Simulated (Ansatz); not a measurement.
Predict the output of the script below (Ansatz 0.2.0, Python API).

`ip_clf2hoti.py`
```python
# -*- coding: utf-8 -*-
"""Vertical ionisation energy and electron affinity of ClF2HOTi."""

import ansatz as az


def total_energy(molecule, charge=0, unpaired=0):
    calc = (
        molecule.calculation()
        .basis(gaussian="def2-SVPD")
        .functional("PBE")
    )
    if charge:
        calc = calc.charge(charge)
    if unpaired:
        calc = calc.spin("collinear", total=unpaired)
    return calc.run(threads=1, pin="off").report["free_energy_ev"]

geometry_ang = [
    ("O", (-0.704, 0.1453, 1.4398)),
    ("Ti", (-0.0867, -0.0365, -0.4072)),
    ("F", (-1.3519, 0.7651, -1.6547)),
    ("F", (0.1705, -1.8943, -0.8014)),
    ("Cl", (2.0003, 0.9995, -0.6245)),
    ("H", (0.0139, -0.043, 2.0019)),
]
mol = az.Crystal.molecule()
for symbol, xyz in geometry_ang:
    mol = mol.atom(symbol, xyz)

# total-energy differences at one geometry
parent = total_energy(mol, 0, 0)
cation = total_energy(mol, 1, 1)
print(f"E(N)   = {parent:.5f} eV")
print(f"E(N-1) = {cation:.5f} eV  (1 unpaired)")
print(f"vertical ionisation energy {cation - parent:.3f} eV")
anion = total_energy(mol, -1, 1)
print(f"E(N+1) = {anion:.5f} eV  (1 unpaired)")
print(f"vertical electron affinity {parent - anion:.3f} eV" + ("" if anion < parent else " (unbound in this basis)"))
print(f"fundamental gap IP - EA = {cation + anion - 2 * parent:.3f} eV")
```

```console
$ python ip_clf2hoti.py
E(N)   = -43111.75123 eV
E(N-1) = -43099.97589 eV  (1 unpaired)
vertical ionisation energy 11.775 eV
E(N+1) = -43114.01973 eV  (1 unpaired)
vertical electron affinity 2.268 eV
fundamental gap IP - EA = 9.507 eV
```

At this unrelaxed geometry removing an electron costs 11.78 eV and adding one releases 2.27 eV.

The settings weren't tested for convergence. The geometry is a force-field or estimated start, not a minimum of this method, and the basis set is short of its limit. All parts are taken at fixed geometry, without zero-point energy. At an unrelaxed start these energies can be a whole eV from those at the minimum, and a small affinity can change sign. Hardware and time: 110 s on 1 thread of Arm Neoverse V1 (shared host), peak memory 0.46 GiB.

(A comment or docstring line of the script was reworded after the run, the code is as it ran; lines on the test bed's own set-up are left out of the output.)
